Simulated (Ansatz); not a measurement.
## LuP, space group Fm-3m: a projected density of states

Computed with Ansatz 0.2.0 through its Python package.

`lup.py`
```python
# -*- coding: utf-8 -*-
'''Which atoms and shells make the states of LuP.'''

import warnings

import ansatz
import numpy as np


def main():
    warnings.simplefilter('ignore', ansatz.DeckWarning)

    lattice = ansatz.Lattice.of(
        [0.0, 2.761857, 2.761857],
        [2.761857, 0.0, 2.761857],
        [2.761857, 2.761857, 0.0],
    )
    sites = [
        ('Lu', [0.0, 0.0, 0.0]),
        ('P', [0.5, 0.5, 0.5]),
    ]
    cell = ansatz.Crystal(lattice=lattice)
    for symbol, position in sites:
        cell = cell.atom(symbol, position)

    base = (
        cell.calculation()
        .kpoints(7, 7, 7)
        .basis(38 * ansatz.Ry)
        .functional('PBEsol')
        .occupations('fermi_dirac')
        .scf(extra_bands=10)
        .density_of_states(projected=True, energy_step=0.05)
    )
    with warnings.catch_warnings(record=True) as caught:
        warnings.simplefilter('always')
        out = base.run(threads=1)
    print('warnings raised:', sorted(w.category.__name__ for w in caught) or 'none')
    data = out.report

    dos = out.density_of_states()
    energy = np.asarray(dos.energies_ev) - dos.fermi_ev
    curves = {}
    for site in out.projected_density_of_states().sites:
        for shell in site.shells:
            weight = sum(np.sum(curve.g_bin_mean_per_ev, axis=0) for curve in shell.curves)
            name = f'{site.species} {shell.label}'
            curves[name] = curves.get(name, 0) + weight

    print('E-EF   ' + ' '.join(f'{name:>8s}' for name in curves))
    for e in np.arange(-8, 6 + 0.1, 1.0):
        print(f'{e:5.1f}  ' + ' '.join(f'{np.interp(e, energy, g):8.3f}' for g in curves.values()))


if __name__ == '__main__':
    main()
```

Running `python lup.py` prints:
```text
warnings raised: none
E-EF      Lu 5S    Lu 6S    Lu 5P    Lu 5D    Lu 4F     P 3S     P 3P
 -8.0     0.000    0.000    0.000    0.000    0.000    0.000    0.000
 -7.0     0.000    0.000    0.000    0.000    0.000    0.000    0.000
 -6.0     0.000    0.000    0.000    0.000    0.000    0.000    0.000
 -5.0     0.000    0.000    0.000    0.000    0.000    0.000    0.000
 -4.0     0.003    0.058    0.005    0.145    0.426    0.020    0.285
 -3.0     0.001    0.028    0.005    0.090    0.030    0.026    0.265
 -2.0     0.001    0.016    0.021    0.635    0.020    0.017    1.091
 -1.0     0.000    0.003    0.011    0.310    0.019    0.006    0.805
  0.0     0.000    0.001    0.001    0.063    0.002    0.000    0.080
  1.0     0.000    0.006    0.000    0.251    0.001    0.003    0.065
  2.0     0.000    0.037    0.000    0.693    0.002    0.013    0.118
  3.0     0.000    0.058    0.000    0.815    0.002    0.026    0.118
  4.0     0.004    0.422    0.001    1.934    0.002    0.065    0.207
  5.0     0.000    0.053    0.001    0.539    0.001    0.042    0.161
  6.0     0.001    0.081    0.002    0.922    0.001    0.190    0.292
```

Reading the output:
- The mesh is modest for a metal, so energies can be off by several to tens of meV an atom and pressures by half a GPa or more; differences at equal mesh fare better.
- The structure comes from a database of computed cells and needn't be a stable or known phase.
- Curves are summed over the cell's atoms. Only shells that the potentials hold have channels, so projections don't add up to the total, least of all where a shell is missing (p of most metals); heights and places of peaks move with the mesh.
- The density of states is complete only as far up as bands were computed.
- It ran for 2.6 s on 1 thread of Intel(R) Xeon(R) Platinum 8259CL CPU @ 2.50GHz (Skylake/Cascade Lake), on a shared host, peak memory 0.4 GiB.
